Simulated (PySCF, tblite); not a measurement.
# C7H10O2: geometry, infrared bands and NMR shifts

What infrared bands and NMR shifts should C7H10O2 (`CC1=C[C@@](C)(C(=O)O)C1`) show?

Programs: tblite 0.8.0 and PySCF 2.14.0, with density-fitted response routines of our own. Each step states its level of theory. These are calculated values for one molecule in the gas phase, unless marked as measured. Atoms count from 0, in the outputs and in this text.

**1. Starting geometry**

19 atoms, charge 0, multiplicity 1; geometry from: force field or distance geometry start.

Bonds of the start (Å): C0–C1 1.51, C1–C2 1.33, C2–C3 1.50, C3–C4 1.52, C3–C5 1.49, C5–O6 1.28, C5–O7 1.40, C3–C8 1.49, C8–C1 1.48, C0–H9 1.11, C0–H10 1.09, C0–H11 1.10, C2–H12 1.08, C4–H13 1.12, C4–H14 1.09, C4–H15 1.12, O7–H16 1.03, C8–H17 1.10, C8–H18 1.10.

**2. Relaxing the molecule with GFN2-xTB**

Job settings and geometry (Å):

```
{"job": {"kind": "relax", "xc": "GFN2-xTB", "basis": "xTB"}, "charge": 0, "multiplicity": 1}
C      2.760900     0.514900     0.029200
C      1.290000     0.195400     0.008100
C      0.319700     0.319600     0.915000
C     -0.683200    -0.255200    -0.033200
C     -1.260100    -1.511600     0.592400
C     -1.703300     0.730200    -0.502700
O     -1.822000     1.001400    -1.746400
O     -2.525400     1.390800     0.413200
C      0.422200    -0.412400    -1.018200
H      3.084500     0.557200    -1.026800
H      3.303900    -0.219900     0.629500
H      2.902900     1.515600     0.475000
H      0.285600     0.710600     1.919000
H     -0.811900    -1.669600     1.607600
H     -1.066600    -2.422500     0.033000
H     -2.349100    -1.325500     0.750200
H     -3.233100     2.074300     0.102400
H      0.348600     0.257300    -1.882700
H      0.726600    -1.441300    -1.272100
```

The run is started by

```sh
$ OMP_NUM_THREADS=1 python probes_run.py task.json out
```

This one command runs all jobs of the session in turn.

**Question.** This job is followed by: GFN2-xTB harmonic vibrations, gas phase; GIAO PBE0/pcSseg-1 NMR shielding, non-relativistic, gas phase. Predict these results of the whole session: strongest single infrared mode (GFN2-xTB); zero-point energy (GFN2-xTB); 13C shifts against TMS (PBE0/pcSseg-1); 1H shifts against TMS (PBE0/pcSseg-1, means over atoms taken as alike); 17O shifts against H2O (PBE0/pcSseg-1).

The runs gave:

| quantity | value |
| --- | --- |
| strongest single infrared mode (GFN2-xTB) | 1779 cm⁻¹, 419 km/mol |
| zero-point energy (GFN2-xTB) | 96.6 kcal/mol |
| 13C shifts against TMS (PBE0/pcSseg-1) | 180.4, 159.4, 141.7, 48.8, 42.9, 23.6, 20.0 ppm |
| 1H shifts against TMS (PBE0/pcSseg-1, means over atoms taken as alike) | 6.16, 5.89, 3.41, 1.94, 1.93, 1.55 ppm |
| 17O shifts against H2O (PBE0/pcSseg-1) | 426.3, 203.3 ppm |

Relaxing lowered the energy by 1.018 eV in 108 steps; the close pair that moved most is C5–O6, from 1.278 to 1.203 Å. No mode is imaginary among the 51: a minimum at this level. The strongest single mode, at 1779 cm⁻¹, moves mainly C5 and O6. GFN2-xTB is a fitted tight-binding method: band positions and strengths are rough. Its intensities can rank the bands wrongly. H12 (hydrogen on an alkene CH) lies farthest downfield among hydrogen, at 6.16 ppm; olefinic region. At PBE0/pcSseg-1: The largest span, 574 ppm, is at O6, where the paramagnetic term is -493 ppm.
